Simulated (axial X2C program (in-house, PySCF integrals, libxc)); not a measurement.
**ClVCl⁺: Ω levels from open-shell CI on d2 s0 p(π)0**

Which Ω levels does ClVCl⁺ have in the configuration d2 s0 p(π)0, and how far apart?

Program: an in-house X2C program for linear molecules on PySCF integrals. Level of theory: two-component X2C, average-of-configuration Hartree–Fock and CI in the open shells. These are calculated values, not measurements.

All values are calculated.

## Step 1: Set-up

task.json reads:

```json
{"zs": [17, 23, 17], "q": 1, "bas": ["dyall-v3z", "dyall-v3z", "dyall-v3z"], "r0": 2.33, "metal": 1, "shells": [[2, [0, 1, 2], 2], [0, [0], 0], [1, [1], 0]], "fix": 0, "emax": 3.2, "nroots": 6}
```

Keys: zs atomic numbers; q charge; bas basis sets; r0 starting distance in Å; metal index of the metal atom; shells open shells as [l, |m| values, electrons]; fix electron count of the first shell held; emax energy window in eV; nroots roots for each Ω.

Started as:

```bash
python soci.py task.json out
```

Two-component X2C with atomic mean-field Coulomb and Gaunt terms, basis Cl dyall-v3z, V dyall-v3z (cores contracted in-house). Orbitals come from Hartree–Fock averaged over the configuration V d2 s0 p(π)0; CI then distributes these electrons over the d, s, p(π) shells of V.

## Step 2: CI at Cl–V–Cl held linear, both bonds 2.157 Å

**Question.** What will these runs give? Wanted: lowest level of the model; next level; lowest curve, Re and ωe.

**Answer**, as computed:

```
                 quantity                      value
lowest level of the model  Ω = 0, g∥ = 0.00, 100% d2
               next level      Ω = 1, 18 cm⁻¹ higher
  lowest curve, Re and ωe        2.140 Å, 429.5 cm⁻¹
```

From 2.157 to 2.006 Å the gap from the lowest to the fifth level goes from 1014 to 2510 cm⁻¹. Without dynamic correlation distances can be off by several hundredths of an Å, and the wavenumbers are rough. There is no dynamic correlation: spin–orbit spacings and, for f shells, spacings inside one term are the most reliable numbers, splittings between terms come out too wide, and energies between configurations are not reliable, so the lowest level need not be the ground state of the molecule. For d shells the ligand-field splittings (σ, π, δ) and their order can be off by a thousand cm⁻¹ or more. At most 6 roots were kept for each Ω > 0 (twice that for Ω = 0) within 3.2 eV of the lowest, so higher up levels can be missing between those listed; levels with Ω > 0 are doubly degenerate and listed once, Ω = 0 levels singly. Some active spinors are only partly of the character that their shell is named for, so the shell names and counts are nominal. States that fill the shells left empty in the average are placed too high. The molecule was held linear; bending was not examined.
